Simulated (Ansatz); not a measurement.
## C2H7ClGe, SMILES ClC[CH2][GeH3]: a single point from an input written key by key, step by step

Program: the Python package of Ansatz (0.2.0).

At the Python prompt:
```pycon
>>> import ansatz as az
>>> DECK = """
... crystal:
...   periodic: [false, false, false]
...   atoms:
...     - { symbol: Cl, position_ang: [-1.922, -0.0937, -1.3936] }
...     - { symbol: C, position_ang: [-0.9177, 0.9965, -0.4217] }
...     - { symbol: C, position_ang: [0.4755, 0.4503, -0.3732] }
...     - { symbol: Ge, position_ang: [0.6716, -1.1697, 0.7102] }
...     - { symbol: H, position_ang: [-0.8928, 1.9999, -0.9044] }
...     - { symbol: H, position_ang: [-1.3354, 1.1112, 0.601] }
...     - { symbol: H, position_ang: [1.1997, 1.2084, 0.111] }
...     - { symbol: H, position_ang: [0.9201, 0.2542, -1.3903] }
...     - { symbol: H, position_ang: [0.0774, -0.8676, 2.1843] }
...     - { symbol: H, position_ang: [2.0706, -1.6613, 0.8152] }
...     - { symbol: H, position_ang: [-0.2817, -2.285, 0.0822] }
... basis:
...   gaussian: { orbitals: def2-SVP }
... correlation:
...   method: mp2
... """
>>> session = az.Session.from_yaml(DECK)
>>> report = session.plan(threads=1).execute().report
>>> for key in ("converged", "free_energy_ev", "reference_energy_ev", "n_frozen", "n_occupied", "n_virtual"):
...     print(f"{key:22s} {report[key]}")
...
converged              True
free_energy_ev         -71153.75673992829
reference_energy_ev    -71135.71216824424
n_frozen               16
n_occupied             [18, 18]
n_virtual              [79, 79]
>>> symbols = ["Cl", "C", "C", "Ge", "H", "H", "H", "H", "H", "H", "H"]
>>> print("correlation energy", round(report["free_energy_ev"] - report["reference_energy_ev"], 5), "eV")
correlation energy -18.04457 eV
>>> cluster = report["correlation"].get("coupled_cluster")
>>> if cluster:
...     print("cycles", cluster["cycles"], " T1 diagnostic", round(cluster["t1_diagnostic"], 4), " largest double", round(cluster["largest_double"], 4))
...
```

What to keep in mind:
- Total energies depend on the basis set; only differences at equal settings carry meaning.
- The geometry is a force-field or estimated start, not a minimum of this method, and the basis set is short of its limit.
- Timing: 2.8 s on 1 thread of Arm Neoverse V1, with other jobs on the host, peak memory 0.25 GiB.
